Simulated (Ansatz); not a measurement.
Crystal: CsSi2.

```
Cs Si
1.0
     6.37157    0.00000    0.00000
    -3.18578    5.51794    0.00000
     0.00000    0.00000    4.47866
Cs Si
1 2
Cartesian
  0.0000 0.0000 0.0000
  3.1858 1.8393 1.1214
  3.1858 1.8393 3.3572
```

The cell was built by a generator and needn't be a form met in nature.

| Item | Value |
| --- | --- |
| Program | Ansatz 0.2.0 |
| Task | relaxation of cell and atoms |
| Functional | BLYP |
| Potentials or basis | Ansatz PAW |
| Cutoff | 420 eV (not typed: the program's choice for these potentials) |
| k mesh | 5 × 5 × 6 |
| Occupations | fermi-dirac, width 0.05 eV |
| Spin | no spin polarisation |

At the start: volume 52.49 Å³/atom.

Task: Where does the relaxation end?

Result: It ends after 9 steps and the volume is 58.17 Å³/atom (+10.8 %); space group P-6m2 (No. 187, to 0.05 Å).

The path:
```
step  energy change (eV)  largest force (eV/Å)  volume (Å³)
   1              0.0000                0.2533       157.46
   2             -0.0130                0.1930       160.39
   3             -0.1042                0.1357       176.64
   4             -0.1173                0.3178       172.62
   5             -0.1250                0.1786       172.78
   6             -0.1262                0.1314       174.75
   7             -0.1278                0.0213       174.37
   8             -0.1278                0.0013       174.51
   9             -0.1293                0.0004       174.51
```

Final structure:
```
Cs Si
1.0
     6.48673    0.00000    0.00000
    -3.24336    5.61768    0.00000
     0.00000    0.00000    4.78879
Cs Si
1 2
Direct
  0.00000 0.00000 0.00000
  0.66667 0.33333 0.26941
  0.66667 0.33333 0.73059
```

Caveat: the plane-wave basis is chosen anew once the cell has moved, so the energies of steps on either side of that aren't comparable; the PAW data sets come from PBE, with cores solved anew for the run's functional, which leaves a small shift of forces and pressure.
